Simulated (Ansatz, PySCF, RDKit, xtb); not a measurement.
# C3H3FN2S: which of the isomers drawn lies lowest?

A sample of isomers of C3H3FN2S is drawn. Aim: find which of them has the lowest free energy at 298.15 K, then its properties. The sample is small against all isomers, and the most stable one of this formula need not be in it.

Plan: many cheap relaxations first (GFN2-xTB), then density-functional screening, relaxation at B3LYP-D3(BJ)/def2-SVP, vibrations (at GFN2-xTB) and a final energy. The numbers are computed, not measured.

### Step 1. Possible bonding patterns

Isomers were taken from a list of plausible structures; this is a sample, not all of them. That gives 5 candidates.

| label | SMILES | spin |
| --- | --- | --- |
| c124 | Fc1n[nH]cc1S | singlet |
| c588 | Fc1ccnn1S | singlet |
| c614 | Fc1ccn(S)n1 | singlet |
| c733 | Fc1cnn(S)c1 | singlet |
| c755 | Fc1[nH]ncc1S | singlet |

Candidates are built by distance geometry, with a force field where one applies, in up to four conformers (letters a to d).

**Question.** With final energies at CCSD(T)/def2-SVP + MP2/def2-TZVPP - MP2/def2-SVP, which structure will this search put lowest in free energy, and by what margin?

| quantity | value |
| --- | --- |
| lowest structure found | Fc1n[nH]cc1S, singlet |
| next finalist | Fc1[nH]ncc1S, singlet, 5.3 kcal/mol higher in G |
| share at equilibrium, among the finalists | 100.0 % |
| dipole moment (PBE0/def2-SVPD) | 3.65 D |
| HOMO energy (PBE0/def2-SVPD) | -7.19 eV |
| LUMO energy (PBE0/def2-SVPD) | -0.32 eV |
| HOMO–LUMO gap (PBE0/def2-SVPD) | 6.87 eV |
| lowest excitation (TD-PBE0/def2-SVPD) | 5.59 eV (f = 0.021) |
| strongest of the states computed, same level | 6.48 eV (f = 0.044) |
| lowest triplet excitation, same level, Tamm-Dancoff | 4.61 eV |
| vertical ionisation energy | 9.25 eV |
| vertical electron affinity | -1.27 eV (unbound: the value depends on the basis) |
| vertical triplet less singlet | +4.64 eV |

The search ends on `Fc1n[nH]cc1S`. Among the finalists first place is clear (5.3 kcal/mol); structures outside the list aren't covered. GFN2-xTB, HF/STO-3G, r2SCAN-D4/def2-SVP, B3LYP-D3(BJ)/def2-SVP, HF/def2-SVP and MP2/def2-SVP already put its bonding pattern lowest among the structures in one piece. The search is not exhaustive (a finite list of starts, one conformer a finalist), so a lower isomer can't be ruled out. Only 5 drawn patterns were tried, so whole families of isomers are missing, and the result ranks this sample alone.
